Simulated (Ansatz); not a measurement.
# SnH2: the cost of one run

Computed with Ansatz 0.2.0 (DFT PBE, scalar-relativistic, plane waves, PAW, unless a step names another level, unless a step's input says otherwise).

**1. The structure to begin with**

The structure is tetragonal, space group I4_1/amd (No. 141). The conventional cell has a = 4.976 Å, b = 4.976 Å, c = 6.892 Å, α = 90.00°, β = 90.00°, γ = 90.00°. Sn (site symmetry -4m2) has 6 H at 2.83 to 3.06 Å and 4 Sn at 3.03 Å as nearest neighbours. Around H (site symmetry 2mm) lie 1 H at 0.76 Å.

Coordinates:

```xyz
6
Lattice="-2.4882 2.4882 3.4458 2.4882 -2.4882 3.4458 2.4882 2.4882 -3.4458" Properties=species:S:1:pos:R:3 pbc="T T T"
Sn    0.0000    2.4882    1.7229
Sn    0.0000    0.0000    0.0000
H     0.0000    0.0000    3.0650
H     2.4882    0.0000    1.3420
H     2.4882    0.0000    2.1038
H     0.0000    0.0000    3.8267
```

It came out lowest among 26 distinct ends of the trial cells. At a tolerance of 0.05 Å it has space group I4_1/amd (No. 141).

**2. Relaxing to 0.001 eV/Å, on the response runs' mesh and smearing**

File input.yaml:

```yaml
crystal:
  lattice:
    - [-2.4881521846, 2.4881521846, 3.4458240876]
    - [2.4881521846, -2.4881521846, 3.4458240876]
    - [2.4881521846, 2.4881521846, -3.4458240876]
  atoms:
    - { symbol: Sn, position: [0.75, 0.25, 0.5] }
    - { symbol: Sn, position: [0.0, 0.0, 0.0] }
    - { symbol: H, position: [0.44473508, 0.44473508, 0.0] }
    - { symbol: H, position: [0.19473508, 0.69473508, 0.5] }
    - { symbol: H, position: [0.30526492, 0.80526492, 0.5] }
    - { symbol: H, position: [0.55526492, 0.55526492, 0.0] }
basis:
  ecutwfc: 420
kpoints:
  mp_grid: { grid: [10, 10, 10] }
hamiltonian:
  xc: pbe
scf:
  occupations: { method: gaussian, width: 0.01 }
output:
  forces: true
  stress: true
  eigenvalues: true
relax:
  adjacent_minimum: "off"
  f_tol: 0.001
  max_steps: 60
  cell: { stress_tol: 0.01 }
```

On the command line:

```
$ ansatz run input.yaml --threads 3 --pin off --max-ram 7680MiB --backend cpu --events-out ev --progress --plain --runs-dir out
```

What time and memory should one allow on 3 threads of Arm Neoverse V1, shared host?

About 12 s, with a peak of 0.48 GiB.
